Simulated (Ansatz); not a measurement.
# NaLi3: the cost of one run

Computed with Ansatz 0.2.0, driven from Python. Level of theory: DFT r2SCAN, plane waves, PAW.

### 1 Starting point

The structure is tetragonal, space group I4/mmm (No. 139). Conventional cell: a = 4.632 Å, b = 4.632 Å, c = 9.296 Å, α = 90.00°, β = 90.00°, γ = 90.00°. Na (site symmetry 4/mmm) is surrounded by 12 Li at 3.28 Å. Li (site symmetry -4m2) has 8 Li at 3.28 Å and 4 Na at 3.28 Å in its first shell of neighbours. Li (site symmetry 4/mmm) is surrounded by 4 Na at 3.28 Å and 8 Li at 3.28 Å.

No structure file is read: the coordinates are typed or built in the script.

### 2 The code

Contents of eos.py:

```python
"""Equation of state of NaLi3."""

import argparse

import ansatz as az
import numpy as np

parser = argparse.ArgumentParser(description="Equation of state of NaLi3.")
parser.add_argument("--functional", default="r2SCAN", help="exchange-correlation functional")
parser.add_argument("--cutoff", type=float, default=530.0, help="plane-wave cutoff (eV)")
parser.add_argument("--filling", required=True, help="how the bands are filled")
parser.add_argument("--kmesh", type=int, nargs=3, default=[7, 7, 7], help="k-point sampling")
args = parser.parse_args()

vectors0 = np.array([
    [-2.31583262, 2.31583262, 4.6481579],
    [2.31583262, -2.31583262, 4.6481579],
    [2.31583262, 2.31583262, -4.6481579],
])
sites = [
    ("Na", (0.0, 0.0, 0.0)),
    ("Li", (0.75, 0.25, 0.5)),
    ("Li", (0.25, 0.75, 0.5)),
    ("Li", (0.5, 0.5, 0.0)),
]


def make_crystal(cell):
    crystal = az.Crystal(lattice=az.Lattice.of(cell))
    for symbol, position in sites:
        crystal = crystal.atom(symbol, position)
    return crystal

# scale the volume, keep shape and fractions
volumes, energies = [], []
for scale in np.linspace(0.9, 1.1, 9):
    cell = vectors0 * scale ** (1 / 3)
    calc = (
        make_crystal(cell).calculation()
        .functional(args.functional)
        .basis(args.cutoff)
        .occupations(args.filling)
        .kpoints(*args.kmesh)
    )
    r = calc.run(threads=1).report
    volumes.append(abs(np.linalg.det(cell)) / len(sites))
    energies.append(r["free_energy_ev"] / len(sites))
    print(f"V = {volumes[-1]:8.4f} A^3/atom  F = {energies[-1]:.5f} eV/atom")

# third-order Birch-Murnaghan: a cubic in V^(-2/3)
x = np.array(volumes) ** (-2 / 3)
poly = np.polynomial.Polynomial.fit(x, energies, 3).convert()
roots = poly.deriv().roots()
x0 = min((r.real for r in roots if abs(r.imag) < 1e-9 and poly.deriv(2)(r.real) > 0), key=lambda r: abs(r - x.mean()))
v0 = x0 ** -1.5
b0 = 4 / 9 * poly.deriv(2)(x0) * v0 ** (-7 / 3) * 160.21766
b1 = 4 + 2 / 3 * x0 * poly.deriv(3)(x0) / poly.deriv(2)(x0)
print(f"V0 = {v0:.4f} A^3/atom, B0 = {b0:.1f} GPa, dB/dP = {b1:.2f}")
```

### 3 The calls as engine input

The package turns the script's settings into the engine's input (first run):

```yaml
crystal:
  lattice:
    - [-2.2359118111334433, 2.2359118111334433, 4.487747110420797]
    - [2.2359118111334433, -2.2359118111334433, 4.487747110420797]
    - [2.2359118111334433, 2.2359118111334433, -4.487747110420797]
  atoms:
    - { symbol: Na, position: [0.0, 0.0, 0.0] }
    - { symbol: Li, position: [0.75, 0.25, 0.5] }
    - { symbol: Li, position: [0.25, 0.75, 0.5] }
    - { symbol: Li, position: [0.5, 0.5, 0.0] }
basis:
  ecutwfc: 530.0
kpoints:
  mp_grid:
    grid: [7, 7, 7]
hamiltonian:
  xc: r2scan
scf:
  occupations:
    method: fermi_dirac
```

### 4 Launch

Run with:

```sh
> python eos.py --filling fermi_dirac
```

Q: Estimate wall time and peak memory on 1 thread of Intel Xeon 6975P-C (Granite Rapids), shared host.

About 28 s, with a peak of 0.75 GiB.
